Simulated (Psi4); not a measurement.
# B3LYP/def2-SVP run of TiF4 (SMILES [F][Ti]([F])([F])[F])

What is the energy change on altering one bond length of TiF4 at B3LYP/def2-SVP? 

The results are computed with Psi4 1.11.

8 further runs of the same task are left out: 8 that didn't finish.

**1. The system as given**

The species is TiF4 (5 atoms), meant as a singlet with charge 0. As SMILES, `[F][Ti]([F])([F])[F]`. The shape is that of a PBE0-D4/def2-TZVP optimisation.

Bond lengths: F1–Ti2 1.740 Å, Ti2–F3 1.740 Å, Ti2–F4 1.740 Å, Ti2–F5 1.740 Å. Angles: F1–Ti2–F3 109.5°, F1–Ti2–F4 109.5°, F1–Ti2–F5 109.5°, F3–Ti2–F4 109.5°, F3–Ti2–F5 109.5°, F4–Ti2–F5 109.5°.

**2. The energy at B3LYP/def2-SVP**

calc.inp

```
memory 2200 MB

molecule m {
  0 1
  F      0.175050    -0.756690     1.556510
  Ti    -0.000010     0.000040     0.000020
  F     -1.250130     1.207040     0.079520
  F     -0.427660    -1.200750    -1.183680
  F      1.502740     0.750380    -0.452370
  symmetry c1
}

set basis def2-SVP
set puream true
set e_convergence 1e-09
set d_convergence 1e-08
set scf_type pk
set dft_radial_points 99
set dft_spherical_points 590

energy_value, wavefunction = energy('b3lyp', return_wfn=True)
oeprop(wavefunction, 'MAYER_INDICES', 'WIBERG_LOWDIN_INDICES', 'DIPOLE')
```

Command:

```console
$ psi4 -n 1 calc.inp calc.out
```

calc.out:

```text
[...]
  Running in c1 symmetry.
[...]
  Nuclear repulsion =  331.469148447918371
[...]
  Multiplicity = 1
[...]
  Nalpha       = 29
  Nbeta        = 29
[...]
    Number of basis functions: 87
[...]
   @RKS iter   1: -1248.30296724575260   -8.34171e-01   1.19742e-02 ADIIS/DIIS
[...]
   @RKS iter  14: -1248.72168472901694    0.00000e+00   1.03534e-09 DIIS
[...]
    Orbital Energies [Eh]
    ---------------------
    Doubly Occupied:
       1A   -179.027574     2A    -24.713180     3A    -24.713142
       4A    -24.713140     5A    -24.713140     6A    -20.065133
       7A    -16.782884     8A    -16.782884     9A    -16.782884
      10A     -2.509684    11A     -1.629616    12A     -1.629614
      13A     -1.629613    14A     -1.163454    15A     -1.148069
      16A     -1.148066    17A     -1.148063    18A     -0.498231
      19A     -0.498230    20A     -0.498224    21A     -0.485847
      22A     -0.485840    23A     -0.472665    24A     -0.452540
      25A     -0.452539    26A     -0.452539    27A     -0.436511
      28A     -0.436509    29A     -0.436508
[...]
  @RKS Final Energy: -1248.72168472901694
   => Energetics <=
    Nuclear Repulsion Energy =            331.4691484479183714
    One-Electron Energy =               -2380.3256926863414265
    Two-Electron Energy =                 867.8579674354974713
    DFT Exchange-Correlation Energy =     -67.7231079260917141
    Empirical Dispersion Energy =           0.0000000000000000
    VV10 Nonlocal Energy =                  0.0000000000000000
    Total Energy =                      -1248.7216847290171700
[...]
 Multipole Moments:
 ------------------------------------------------------------------------------------
     Multipole            Electronic (a.u.)      Nuclear  (a.u.)        Total (a.u.)
 ------------------------------------------------------------------------------------
 L = 1.  Multiply by 2.5417464519 to convert [e a0] to [Debye]
 Dipole X            :         -0.0000315            0.0000083           -0.0000232
 Dipole Y            :          0.0001464           -0.0000372            0.0001092
 Dipole Z            :          0.0000810           -0.0000207            0.0000603
 Magnitude           :                                                    0.0001269
[...]
```

It took 8.1 s on 1 thread of Intel Xeon 6975P-C (Granite Rapids), shared host; peak memory 0.83 GiB.

**3. The distorted shape**

f4ti.json

```json
{
  "schema_name": "qcschema_input",
  "schema_version": 1,
  "molecule": {
    "schema_name": "qcschema_molecule",
    "schema_version": 2,
    "symbols": ["F", "Ti", "F", "F", "F"],
    "geometry": [0.45199603, -1.08962364, 3.27684746, 0.12118058, 0.34038881, 0.33550765, -2.24120385, 2.62128824, 0.48574087, -0.80816027, -2.26908864, -2.23683102, 2.96096651, 1.75832591, -0.51938556],
    "molecular_charge": 0,
    "molecular_multiplicity": 1,
    "fix_symmetry": "c1",
    "fix_com": true,
    "fix_orientation": true
  },
  "driver": "energy",
  "model": {
    "method": "b3lyp",
    "basis": "def2-SVP"
  },
  "keywords": {
    "reference": "rks",
    "puream": true,
    "e_convergence": 1e-09,
    "d_convergence": 1e-08,
    "scf_type": "pk",
    "dft_radial_points": 99,
    "dft_spherical_points": 590
  }
}
```

Command:

```console
$ psi4 --qcschema f4ti.json -n 1 --memory 2200MB
```

stdout:

```text
[...]
  Running in c1 symmetry.
[...]
  Nuclear repulsion =  320.404965706107077
[...]
  Multiplicity = 1
[...]
  Nalpha       = 29
  Nbeta        = 29
[...]
    Number of basis functions: 87
[...]
   @RKS iter   1: -1248.21811440471697   -8.67380e-01   1.23399e-02 DIIS/ADIIS
[...]
   @RKS iter  15: -1248.69483813407624    2.27374e-12   1.79579e-09 DIIS
[...]
    Orbital Energies [Eh]
    ---------------------
    Doubly Occupied:
       1A   -179.065061     2A    -24.731937     3A    -24.731909
       4A    -24.731907     5A    -24.664401     6A    -20.098556
       7A    -16.817013     8A    -16.816681     9A    -16.816681
      10A     -2.532452    11A     -1.652844    12A     -1.652842
      13A     -1.639151    14A     -1.176503    15A     -1.164947
      16A     -1.164946    17A     -1.092716    18A     -0.512949
      19A     -0.512947    20A     -0.499770    21A     -0.491927
      22A     -0.491922    23A     -0.475992    24A     -0.461714
      25A     -0.461712    26A     -0.452542    27A     -0.419571
      28A     -0.388433    29A     -0.388432
[...]
  @RKS Final Energy: -1248.69483813407624
   => Energetics <=
    Nuclear Repulsion Energy =            320.4049657061070775
    One-Electron Energy =               -2357.7848572458801755
    Two-Electron Energy =                 856.3399321012499286
    DFT Exchange-Correlation Energy =     -67.6548786955530801
    Empirical Dispersion Energy =           0.0000000000000000
    VV10 Nonlocal Energy =                  0.0000000000000000
    Total Energy =                      -1248.6948381340762353
[...]
 Multipole Moments:
 ------------------------------------------------------------------------------------
     Multipole            Electronic (a.u.)      Nuclear  (a.u.)        Total (a.u.)
 ------------------------------------------------------------------------------------
 L = 1.  Multiply by 2.5417464519 to convert [e a0] to [Debye]
 Dipole X            :         -5.8131550            5.9383585            0.1252035
 Dipole Y            :        -16.3249773           16.6766706            0.3516934
 Dipole Z            :        -16.0918742           16.4385140            0.3466399
 Magnitude           :                                                    0.5094343
[...]
```

The result, in JSON:

```text
{
 "driver": "energy",
 "model": {
  "method": "b3lyp",
  "basis": "def2-SVP"
 },
 "success": true,
 "return_result": -1248.6948381340762,
 "properties": {
  "calcinfo_nbasis": 87,
  "calcinfo_nmo": 87,
  "calcinfo_nalpha": 29,
  "calcinfo_nbeta": 29,
  "calcinfo_natom": 5,
  "nuclear_repulsion_energy": 320.4049657061071,
  "return_energy": -1248.6948381340762,
  "scf_one_electron_energy": -2357.78485724588,
  "scf_two_electron_energy": 856.3399321012499,
  "scf_xc_energy": -67.65487869555308,
  "scf_dipole_moment": [0.1252035395393465, 0.3516933725290876, 0.3466398547573242],
  "scf_total_energy": -1248.6948381340762,
  "scf_iterations": 15
 }
}
```

It took 7.8 s on 1 thread of Intel Xeon 6975P-C (Granite Rapids), shared host; peak memory 0.82 GiB.

**4. Outcome**

At B3LYP/def2-SVP:

```
                                                          quantity           value
                                         first shape: total energy  -1248.72168 Eh
                                        first shape: dipole moment          0.00 D
                                          first shape: HOMO energy       -11.88 eV
                                          first shape: LUMO energy        -3.35 eV
                                        first shape: HOMO–LUMO gap         8.52 eV
                                     distorted shape: total energy  -1248.69484 Eh
                                    distorted shape: dipole moment          1.29 D
                                      distorted shape: HOMO energy       -10.57 eV
                                      distorted shape: LUMO energy        -4.10 eV
                                    distorted shape: HOMO–LUMO gap         6.47 eV
energy change with the Ti2–F4 bond stretched from 1.740 to 2.000 Å        0.731 eV
```

In words: With the Ti2–F4 bond stretched from 1.740 to 2.000 Å the energy rises by 0.73 eV (16.8 kcal/mol). The first shape isn't relaxed at this level, so the change isn't measured from a minimum.
